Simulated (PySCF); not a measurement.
# C2H8BPS: the cost of one run

Computed with PySCF 2.14.0, with density-fitted response routines of our own, on a single molecule in the gas phase. Atoms are numbered from 0 throughout.

### 1 The molecule as given

13 atoms, charge 0, multiplicity 1; geometry from: GFN2-xTB. The atoms were then displaced at random by about 0.01 Å, so the start is not that level's minimum.

Bonds of the start (Å): C0–S1 1.83, S1–B2 1.79, B2–C3 1.53, B2–P4 1.91, C0–H5 1.11, C0–H6 1.10, C0–H7 1.06, C3–H8 1.09, C3–H9 1.10, C3–H10 1.12, P4–H11 1.40, P4–H12 1.41.

### 2 Optimising the geometry at PBE0-D3(BJ)/def2-SVP

The job: settings as JSON, then the geometry in Å.

```
{"job": {"xc": "PBE0", "basis": "def2-SVP", "d3": "d3bj", "grid": 1, "shake": 0.01, "kind": "geom"}, "charge": 0, "multiplicity": 1}
C      2.352380    -0.083640     0.029630
S      0.936820    -1.135910     0.529440
B     -0.534440    -0.266210     0.003530
C     -1.880080    -0.958310     0.249380
P     -0.422950     1.374680    -0.969470
H      2.375570     0.810670     0.679930
H      2.201520     0.254550    -1.004960
H      3.252840    -0.642230     0.117810
H     -1.826980    -1.946800     0.711550
H     -2.466320    -1.060930    -0.673670
H     -2.555870    -0.369310     0.920940
H      0.261970     2.131190    -0.004860
H     -1.688630     1.875350    -0.599570
```

Run with:

```
> OMP_NUM_THREADS=1 python probes_run.py task.json out
```

This one command runs all jobs of the session in turn.

**Question.** How long does this first job take on 1 thread of Arm Neoverse N1, shared host, and how much memory does it need?

About 63 s, with a peak of 0.51 GiB.
